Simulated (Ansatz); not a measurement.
# C₁₁H₁₄OTi: how energies converge with the basis set

The task here is to estimate one member of a computed series from the others.

Method: one geometry, several basis sets; program: Ansatz 0.2.0, Gaussian basis.

Plan: PBE0-D4/def2-SVP; ωB97M-V/def2-SVP; PBE0-D4/def2-QZVPP; ωB97M-V/def2-QZVPP; the functionals' def2-TZVPP values are taken from earlier runs.

## The relaxed structure

All runs share one geometry, relaxed beforehand with PBE0-D4 in a triple-zeta def2 set.

27 atoms, charge 0, spin multiplicity 1.

Atoms are counted from 1 here; the program's logs count them from 0.

Bond lengths: C1–Ti2 2.167 Å, C1–H14 1.093 Å, C1–H15 1.093 Å, C1–H16 1.092 Å, Ti2–O3 1.860 Å, Ti2–C4 2.415 Å, Ti2–C5 2.418 Å, Ti2–C6 2.383 Å, Ti2–C7 2.392 Å, Ti2–C8 2.402 Å, Ti2–C9 2.395 Å, Ti2–C10 2.393 Å, Ti2–C11 2.398 Å, Ti2–C12 2.400 Å, Ti2–C13 2.394 Å, O3–H17 0.958 Å, C4–C5 1.403 Å, C4–C8 1.413 Å and more. Angles: Ti2–C1–H14 114.8°, Ti2–C1–H15 109.0°, Ti2–C1–H16 107.8°, H14–C1–H15 108.2°, H14–C1–H16 108.6°, H15–C1–H16 108.2°, C1–Ti2–O3 94.3°, C1–Ti2–C4 84.0°, C1–Ti2–C5 117.3°, C1–Ti2–C6 132.7°, C1–Ti2–C7 103.7°, C1–Ti2–C8 75.8°, C1–Ti2–C9 123.7°, C1–Ti2–C10 130.0°, C1–Ti2–C11 97.6°, C1–Ti2–C12 74.5°, C1–Ti2–C13 89.6°, O3–Ti2–C4 89.4° and more.

The first run:

in.yaml

```yaml
crystal:
  periodic: [false, false, false]
  atoms:
    - {symbol: C, position_ang: [-1.024941, -1.913716, -0.364318]}
    - {symbol: Ti, position_ang: [-0.170833, -0.029221, 0.278932]}
    - {symbol: O, position_ang: [-1.132837, 0.023799, 1.870413]}
    - {symbol: C, position_ang: [-2.066240, 0.929764, -0.869384]}
    - {symbol: C, position_ang: [-1.448980, 1.974922, -0.165315]}
    - {symbol: C, position_ang: [-0.154247, 2.149482, -0.685697]}
    - {symbol: C, position_ang: [0.013576, 1.228528, -1.747167]}
    - {symbol: C, position_ang: [-1.161363, 0.469851, -1.851905]}
    - {symbol: C, position_ang: [1.647897, 0.145458, 1.827162]}
    - {symbol: C, position_ang: [2.118331, 0.599821, 0.581857]}
    - {symbol: C, position_ang: [2.106424, -0.492302, -0.313834]}
    - {symbol: C, position_ang: [1.626003, -1.616156, 0.382762]}
    - {symbol: C, position_ang: [1.339457, -1.220932, 1.703856]}
    - {symbol: H, position_ang: [-0.592640, -2.323419, -1.281060]}
    - {symbol: H, position_ang: [-2.098167, -1.782274, -0.521360]}
    - {symbol: H, position_ang: [-0.883683, -2.636758, 0.441816]}
    - {symbol: H, position_ang: [-2.037540, 0.337692, 1.836810]}
    - {symbol: H, position_ang: [-3.047092, 0.521346, -0.677538]}
    - {symbol: H, position_ang: [-1.863815, 2.517162, 0.671105]}
    - {symbol: H, position_ang: [0.565004, 2.880803, -0.352939]}
    - {symbol: H, position_ang: [0.894237, 1.123061, -2.360551]}
    - {symbol: H, position_ang: [-1.342052, -0.330150, -2.551620]}
    - {symbol: H, position_ang: [1.481532, 0.752099, 2.703844]}
    - {symbol: H, position_ang: [2.440586, 1.603511, 0.353367]}
    - {symbol: H, position_ang: [2.410101, -0.473271, -1.349088]}
    - {symbol: H, position_ang: [1.494802, -2.604395, -0.026563]}
    - {symbol: H, position_ang: [0.886480, -1.834726, 2.466437]}
basis:
  gaussian: {orbitals: def2-SVP}
hamiltonian: {xc: pbe0, dispersion: d4}
output: {orbitals: {seedname: orbitals}}
```

On the command line:

```
$ ansatz run in.yaml --threads 11 --pin off --events-out ev --progress --plain --max-ram 166912MiB --backend cpu
```

Among the steps run: PBE0-D4 in def2-SVP; ωB97M-V in def2-SVP; PBE0-D4 in def2-QZVPP; ωB97M-V in def2-QZVPP.

One of the session's tables, all rows but one given; the rest of the session is left out.

It belongs to the step «Density functionals: the series». 

| functional | basis | HOMO (eV) |
| --- | --- | --- |
| PBE0-D4 | def2-SVP | ? |
| PBE0-D4 | def2-TZVPP | -6.48 |
| PBE0-D4 | def2-QZVPP | -6.50 |
| ωB97M-V | def2-SVP | -8.51 |
| ωB97M-V | def2-TZVPP | -8.54 |
| ωB97M-V | def2-QZVPP | -8.55 |

**Question.** Estimate the row for PBE0-D4, def2-SVP.

The run gave: HOMO (eV): -6.47. In the column «HOMO (eV)» it is the highest.
